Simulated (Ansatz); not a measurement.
# Ge3Pd (Pm-3m) in Ansatz: settings compared, part 2 of 2

Ansatz 0.2.0. The steps go on from the part before.

## Step 4: Band structure, PBEsol+U

Input file input.yaml:

```yaml
crystal:
  lattice:
    - [4.142023, 0.0, 0.0]
    - [0.0, 4.142023, 0.0]
    - [0.0, 0.0, 4.142023]
  atoms:
    - { symbol: Pd, position: [0.0, 0.0, 0.0] }
    - { symbol: Ge, position: [0.5, 0.5, 0.0] }
    - { symbol: Ge, position: [0.5, 0.0, 0.5] }
    - { symbol: Ge, position: [0.0, 0.5, 0.5] }
hamiltonian:
  xc: pbesol
  pseudopotentials: { kind: paw }
  hubbard: { sites: [{ species: Pd, l: d, u_eff: 2.0 }] }
kpoints:
  mp_grid: { grid: [7, 7, 7] }
  band_path:
    path:
      - [[0.0, 0.0, 0.0], [0.0, 0.5, 0.0], [0.5, 0.5, 0.0], [0.0, 0.0, 0.0], [0.5, 0.5, 0.5], [0.0, 0.5, 0.0]]
      - [[0.5, 0.5, 0.0], [0.5, 0.5, 0.5]]
    npoints: 14
scf:
  occupations: { method: fermi_dirac, width: 0.05 }
  n_extra_bands: 10
output:
  forces: true
  stress: true
  eigenvalues: true
  fatbands: false
```

Potentials or basis: Ansatz PAW.

Launch:

```sh
> ansatz run input.yaml --threads 2 --pin off --max-ram 5632MiB --backend cpu --events-out ev --progress --plain --runs-dir out
```

The log of the run:

```text
Warning: RAYON_NUM_THREADS=2 ignored (pool sized by the plan → 2); use --threads N
Pd: projections on atomic orbitals take those of the free atom [Ar 3d10] 4s2 4p6 4d10, of charge +0.00 (hamiltonian.pseudopotentials.projection_atoms); the dataset's partial waves leave at most 1.0e-5 of an orbital's norm unspanned inside its sphere
Ge: projections on atomic orbitals take those of the free atom [Ar] 3d10 4s2 4p2, of charge +0.00 (hamiltonian.pseudopotentials.projection_atoms); the dataset's partial waves leave at most 1.2e-6 of an orbital's norm unspanned inside its sphere
scf.n_extra_bands = 10 over 30 filled bands (N_el = 60.0): the run solves 40 bands
[... 75 lines left out ...]
  k-point 1: bands = ["-70.7617", "-36.5580", "-36.5577", "-36.5577", "-11.8980", "-11.8913", "-11.8913", "-11.8820", "-11.8364", "-11.8326", "-11.7937", "-11.7925", "-11.7925", "-11.7791", "-11.7747", "-11.7415", "-11.7360", "-11.7360", "-11.7274", "0.3831", "5.9532", "6.8384", "9.0718", "9.0718", "9.4512", "9.7630", "10.2366", "10.2366", "10.6794", "11.5030", "14.5195", "15.6720", "15.6720", "15.7824", "17.4663", "17.9692", "17.9692", "21.8705", "22.3289", "22.9062"]
  k-point 2: bands = ["-70.7617", "-36.5586", "-36.5577", "-36.5577", "-11.8952", "-11.8690", "-11.8690", "-11.8680", "-11.8342", "-11.8202", "-11.7964", "-11.7929", "-11.7929", "-11.7908", "-11.7744", "-11.7592", "-11.7592", "-11.7521", "-11.7274", "0.8823", "4.5422", "7.2671", "8.7453", "8.7453", "9.7179", "9.7803", "9.8679", "11.0364", "11.0364", "12.1512", "14.6778", "14.6778", "15.6512", "15.7020", "16.6220", "18.0181", "18.0181", "21.8428", "22.2689", "23.9485"]
  k-point 19: bands = ["-70.7617", "-36.5589", "-36.5588", "-36.5588", "-11.8605", "-11.8551", "-11.8551", "-11.8469", "-11.8469", "-11.8422", "-11.8420", "-11.7919", "-11.7862", "-11.7862", "-11.7787", "-11.7787", "-11.7430", "-11.7430", "-11.7375", "4.0392", "4.6006", "4.6006", "7.4634", "8.4112", "8.5626", "8.5626", "10.1866", "10.1866", "11.0248", "11.0248", "11.1893", "13.2047", "19.4671", "19.4671", "19.9496", "20.3533", "20.3533", "24.5544", "24.9870", "24.9870"]
Occupation matrices written to <dir>
```

occupation_matrices:

```text
# The occupation matrices of the corrected shells as a run of Ansatz 0.0.0 ended. An entry of
# hamiltonian.hubbard.sites starts from them by `starting_ns: <path of this file>`, where that key's refused
# combinations let it.
# Free energy -19666.349809 eV.
# projection_atom_Pd: [Ar 3d10] 4s2 4p6 4d10
# projection_atom_Ge: [Ar] 3d10 4s2 4p2
format: ansatz-occupation-matrices/1
state: converged
spin: unpolarized
projectors: all-electron-ortho-atomic
projection_frame: null
lattice: # Å
  - [4.142023, 0.0, 0.0]
  - [0.0, 4.142023, 0.0]
  - [0.0, 0.0, 4.142023]
atoms: # fractions of the lattice vectors
  - {symbol: Pd, position: [0.0, 0.0, 0.0]}
  - {symbol: Ge, position: [0.5, 0.5, 0.0]}
  - {symbol: Ge, position: [0.5, 0.0, 0.5]}
  - {symbol: Ge, position: [0.0, 0.5, 0.5]}
sites: # a site counts the atoms from 0
  - {site: 0, l: d, shell: 4, starting_ns: [{spin: up, occupation_matrix: site0_d}]} # 9.395 electrons, filled orbitals 5
occupation_matrices: # on the real harmonics m = 0, +1, -1, ... of the Cartesian axes; of spinors up first
  site0_d:
    matrix:
      - [0.9513650098953832, 0.0, 0.0, -1.3444106938820255e-17, 2.168404344971009e-19]
      - [0.0, 0.9315600030086011, 1.3891340334970526e-19, 0.0, 0.0]
      - [0.0, 1.3721933745519665e-19, 0.9315600030086011, 0.0, 0.0]
      - [-2.211772431870429e-17, 0.0, 0.0, 0.9513650098953833, 0.0]
      - [2.168404344971009e-19, 0.0, 0.0, -1.9651164376299768e-19, 0.931560003008601]
```

Wall time 6.5 s (2 threads of Arm Neoverse V1, shared host); peak memory 0.45 GiB.

Results:

```
Free energy            : -19666.3498 eV
Pressure               : -4.4 GPa
Band gap on the k mesh : none (metal or under the smearing width)
```

Levels at the corners of the path, in eV from the Fermi level:
| point | band 26 | band 27 | band 28 | band 29 | band 30 | band 31 | band 32 | band 33 | band 34 | band 35 |
| --- | --- | --- | --- | --- | --- | --- | --- | --- | --- | --- |
| Γ | -3.08 | -3.08 | -3.08 | -1.82 | -1.82 | 0.94 | 3.03 | 3.03 | 3.03 | 5.67 |
| X | -3.04 | -2.80 | -0.24 | -0.24 | -0.10 | -0.10 | 0.41 | 0.87 | 2.73 | 5.90 |
| M | -2.82 | -2.44 | -2.39 | -0.15 | 0.12 | 1.02 | 1.02 | 2.46 | 2.46 | 5.24 |
| Γ | -3.08 | -3.08 | -3.08 | -1.82 | -1.82 | 0.94 | 3.03 | 3.03 | 3.03 | 5.67 |
| R | -4.29 | -2.74 | -2.74 | -1.86 | -1.86 | -1.86 | -0.16 | 7.46 | 7.46 | 7.59 |
| X | -3.04 | -2.80 | -0.24 | -0.24 | -0.10 | -0.10 | 0.41 | 0.87 | 2.73 | 5.90 |
| M | -2.82 | -2.44 | -2.39 | -0.15 | 0.12 | 1.02 | 1.02 | 2.46 | 2.46 | 5.24 |
| R | -4.29 | -2.74 | -2.74 | -1.86 | -1.86 | -1.86 | -0.16 | 7.46 | 7.46 | 7.59 |

Eigenvalues of the final occupation matrices:
| site | spin | trace | eigenvalues |
| --- | --- | --- | --- |
| site 1 | 1 | 4.70 | 0.93 0.93 0.93 0.95 0.95 |

Caveat: U without spin polarisation on a metal has little footing; the PAW data sets come from PBE, with cores solved anew for the run's functional, which leaves a small shift of forces and pressure; the U is typed as a test and isn't derived for this compound.

## Step 5: Band structure, PBEsol+U

input.yaml: that of step 4 with these lines changed.

```diff
@@ -13,3 +13,3 @@
   pseudopotentials: { kind: paw }
-  hubbard: { sites: [{ species: Pd, l: d, u_eff: 2.0 }] }
+  hubbard: { sites: [{ species: Pd, l: d, u_eff: 3.0 }] }
 kpoints:
```

Launch:

```sh
> ansatz run input.yaml --threads 2 --pin off --max-ram 5632MiB --backend cpu --events-out ev --progress --plain --runs-dir out
```

It took 6.5 s on 2 threads of Arm Neoverse V1, shared host; peak memory 0.45 GiB.

The run converged. Its results:

* Free energy: -19666.0748 eV
* Pressure: -4.2 GPa
* Band gap on the k mesh: none (metal or under the smearing width)

Levels at the corners of the path, in eV from the Fermi level:
```csv
point,band 28,band 29,band 30,band 31,band 32,band 33
Γ,-3.32,-1.96,-1.96,1.00,3.05,3.05
X,-0.20,-0.20,-0.14,-0.14,0.45,0.89
M,-2.57,-0.14,0.13,1.05,1.05,2.46
Γ,-3.32,-1.96,-1.96,1.00,3.05,3.05
R,-2.99,-2.02,-2.02,-2.02,-0.07,7.47
X,-0.20,-0.20,-0.14,-0.14,0.45,0.89
M,-2.57,-0.14,0.13,1.05,1.05,2.46
R,-2.99,-2.02,-2.02,-2.02,-0.07,7.47
```

Eigenvalues of the final occupation matrices:
```csv
site,spin,trace,eigenvalues
site 1,1,4.72,0.94 0.94 0.94 0.95 0.95
```

Caveat: U without spin polarisation on a metal has little footing; the PAW data sets come from PBE, with cores solved anew for the run's functional, which leaves a small shift of forces and pressure; the U is typed as a test and isn't derived for this compound.

## Step 6: Band structure, PBEsol+U

input.yaml: that of step 5 with these lines changed.

```diff
@@ -13,3 +13,3 @@
   pseudopotentials: { kind: paw }
-  hubbard: { sites: [{ species: Pd, l: d, u_eff: 3.0 }] }
+  hubbard: { sites: [{ species: Pd, l: d, u_eff: 4.0 }] }
 kpoints:
@@ -28,2 +28,2 @@
   eigenvalues: true
-  fatbands: false
+  fatbands: true
```

Potentials or basis: Ansatz PAW.

Launch:

```sh
> ansatz run input.yaml --threads 2 --pin off --max-ram 5632MiB --backend cpu --events-out ev --progress --plain --runs-dir out
```

The log of the run:

```text
Warning: RAYON_NUM_THREADS=2 ignored (pool sized by the plan → 2); use --threads N
Pd: projections on atomic orbitals take those of the free atom [Ar 3d10] 4s2 4p6 4d10, of charge +0.00 (hamiltonian.pseudopotentials.projection_atoms); the dataset's partial waves leave at most 1.0e-5 of an orbital's norm unspanned inside its sphere
Ge: projections on atomic orbitals take those of the free atom [Ar] 3d10 4s2 4p2, of charge +0.00 (hamiltonian.pseudopotentials.projection_atoms); the dataset's partial waves leave at most 1.2e-6 of an orbital's norm unspanned inside its sphere
scf.n_extra_bands = 10 over 30 filled bands (N_el = 60.0): the run solves 40 bands
[... 76 lines left out ...]
  k-point 1: bands = ["-70.3057", "-36.1212", "-36.1209", "-36.1209", "-11.9731", "-11.9664", "-11.9664", "-11.9558", "-11.9136", "-11.9099", "-11.8706", "-11.8692", "-11.8692", "-11.8533", "-11.8489", "-11.8186", "-11.8111", "-11.8111", "-11.8025", "0.3489", "5.7610", "6.5366", "8.7286", "8.7286", "9.1576", "9.1927", "9.9894", "9.9894", "10.3439", "11.3185", "14.5497", "15.6330", "15.6330", "15.7436", "17.4552", "17.9479", "17.9479", "21.8606", "22.3545", "22.9326"]
  k-point 2: bands = ["-70.3057", "-36.1219", "-36.1209", "-36.1209", "-11.9702", "-11.9441", "-11.9441", "-11.9419", "-11.9111", "-11.8975", "-11.8733", "-11.8693", "-11.8693", "-11.8650", "-11.8486", "-11.8343", "-11.8343", "-11.8291", "-11.8025", "0.8460", "4.4462", "6.9843", "8.3502", "8.3502", "9.2108", "9.2470", "9.5443", "10.8679", "10.8679", "12.0751", "14.6299", "14.6299", "15.6018", "15.6886", "16.6403", "17.9841", "17.9841", "21.8203", "22.2732", "23.9893"]
  k-point 19: bands = ["-70.3056", "-36.1221", "-36.1221", "-36.1221", "-11.9352", "-11.9299", "-11.9299", "-11.9227", "-11.9227", "-11.9182", "-11.9179", "-11.8664", "-11.8609", "-11.8609", "-11.8553", "-11.8553", "-11.8190", "-11.8190", "-11.8135", "3.8893", "4.4182", "4.4182", "7.4057", "8.2873", "8.4562", "8.4562", "9.6608", "9.6608", "10.6457", "10.6457", "10.8649", "13.2904", "19.4143", "19.4143", "19.9120", "20.3085", "20.3085", "24.5306", "24.9723", "24.9723"]
Occupation matrices written to <dir>
```

bands.tsv:

```text
# k_distance	band_0	band_1	band_2	band_3	band_4	band_5	band_6	band_7	band_8	band_9	band_10	band_11	band_12	band_13	band_14	band_15	band_16	band_17	band_18	band_19	band_20	band_21	band_22	band_23	band_24	band_25	band_26	band_27	band_28	band_29	band_30	band_31	band_32	band_33	band_34	band_35	band_36	band_37	band_38	band_39
[... 101 lines left out ...]
5.734382	-83.061131	-48.877649	-48.877649	-48.877649	-24.689172	-24.689172	-24.689172	-24.679013	-24.679013	-24.679013	-24.676304	-24.617063	-24.617063	-24.617063	-24.609955	-24.609955	-24.569226	-24.569226	-24.569226	-8.407571	-8.407571	-8.407571	-5.775381	-4.219670	-4.219670	-4.219670	-3.245535	-3.245535	-2.193160	-2.193160	-2.193160	0.015836	7.479897	7.479897	7.627545	7.627545	7.627545	13.091546	13.091546	13.091546
```

occupation_matrices:

```text
# The occupation matrices of the corrected shells as a run of Ansatz 0.0.0 ended. An entry of
# hamiltonian.hubbard.sites starts from them by `starting_ns: <path of this file>`, where that key's refused
# combinations let it.
# Free energy -19665.816629 eV.
# projection_atom_Pd: [Ar 3d10] 4s2 4p6 4d10
# projection_atom_Ge: [Ar] 3d10 4s2 4p2
format: ansatz-occupation-matrices/1
state: converged
spin: unpolarized
projectors: all-electron-ortho-atomic
projection_frame: null
lattice: # Å
  - [4.142023, 0.0, 0.0]
  - [0.0, 4.142023, 0.0]
  - [0.0, 0.0, 4.142023]
atoms: # fractions of the lattice vectors
  - {symbol: Pd, position: [0.0, 0.0, 0.0]}
  - {symbol: Ge, position: [0.5, 0.5, 0.0]}
  - {symbol: Ge, position: [0.5, 0.0, 0.5]}
  - {symbol: Ge, position: [0.0, 0.5, 0.5]}
sites: # a site counts the atoms from 0
  - {site: 0, l: d, shell: 4, starting_ns: [{spin: up, occupation_matrix: site0_d}]} # 9.471 electrons, filled orbitals 5
occupation_matrices: # on the real harmonics m = 0, +1, -1, ... of the Cartesian axes; of spinors up first
  site0_d:
    matrix:
      - [0.9569946170217591, 0.0, 0.0, -2.2551405187698492e-17, 2.168404344971009e-19]
      - [0.0, 0.940585166354045, -1.9566461081574338e-19, 0.0, 0.0]
      - [0.0, -1.9566461081574338e-19, 0.9405851663540452, 0.0, 0.0]
      - [-2.1250362580715887e-17, 0.0, 0.0, 0.9569946170217581, 8.131516293641283e-20]
      - [-4.336808689942018e-19, 0.0, 0.0, -2.168404344971009e-19, 0.9405851663540452]
```

Wall time 8.5 s (2 threads of Arm Neoverse V1, shared host); peak memory 0.45 GiB.

Results:

- Free energy: -19665.8166 eV
- Pressure: -3.9 GPa
- Band gap on the k mesh: none (metal or under the smearing width)

Levels at the corners of the path, in eV from the Fermi level:
```csv
point,band 28,band 29,band 30,band 31,band 32,band 33
Γ,-3.38,-2.09,-2.09,1.06,3.07,3.07
X,-0.19,-0.19,-0.17,-0.17,0.49,0.91
M,-2.76,-0.14,0.14,1.08,1.08,2.46
Γ,-3.38,-2.09,-2.09,1.06,3.07,3.07
R,-3.25,-2.19,-2.19,-2.19,0.02,7.48
X,-0.19,-0.19,-0.17,-0.17,0.49,0.91
M,-2.76,-0.14,0.14,1.08,1.08,2.46
R,-3.25,-2.19,-2.19,-2.19,0.02,7.48
```

Eigenvalues of the final occupation matrices:
```tsv
site	spin	trace	eigenvalues
site 1	1	4.74	0.94 0.94 0.94 0.96 0.96
```

Caveat: U without spin polarisation on a metal has little footing; the PAW data sets come from PBE, with cores solved anew for the run's functional, which leaves a small shift of forces and pressure; the U is typed as a test and isn't derived for this compound.

## Step 7: Overview

| level | U | hubbard projectors | double counting | gap on the mesh (eV) | pressure (GPa) |
| --- | --- | --- | --- | --- | --- |
| PBEsol | - | - | - | none | -4.7 |
| PBEsol+U | Pd d U = 1 eV | ortho-atomic (the default) | fll (the default) | none | -4.6 |
| PBEsol+U | Pd d U = 2 eV | ortho-atomic (the default) | fll (the default) | none | -4.4 |
| PBEsol+U | Pd d U = 3 eV | ortho-atomic (the default) | fll (the default) | none | -4.2 |
| PBEsol+U | Pd d U = 4 eV | ortho-atomic (the default) | fll (the default) | none | -3.9 |

Alike in all rows: task band structure; potentials or basis Ansatz PAW; no spin polarisation; cell as given; k mesh 7 × 7 × 7; cutoff (eV) 420; smearing fermi-dirac 0.05 eV.

Every run on the cell as given and a fine mesh finds a metal. The pressure there spans -4.7 GPa (PBEsol) to -3.9 GPa (PBEsol+U); a positive pressure means that this level wants a larger cell, a negative one a smaller.

Caveats: the PAW data sets come from PBE, with cores solved anew for the run's functional, which leaves a small shift of forces and pressure; U without spin polarisation on a metal has little footing (some runs); the U is typed as a test and isn't derived for this compound (some runs).

Absolute energies hang on the potentials; compare differences alone.
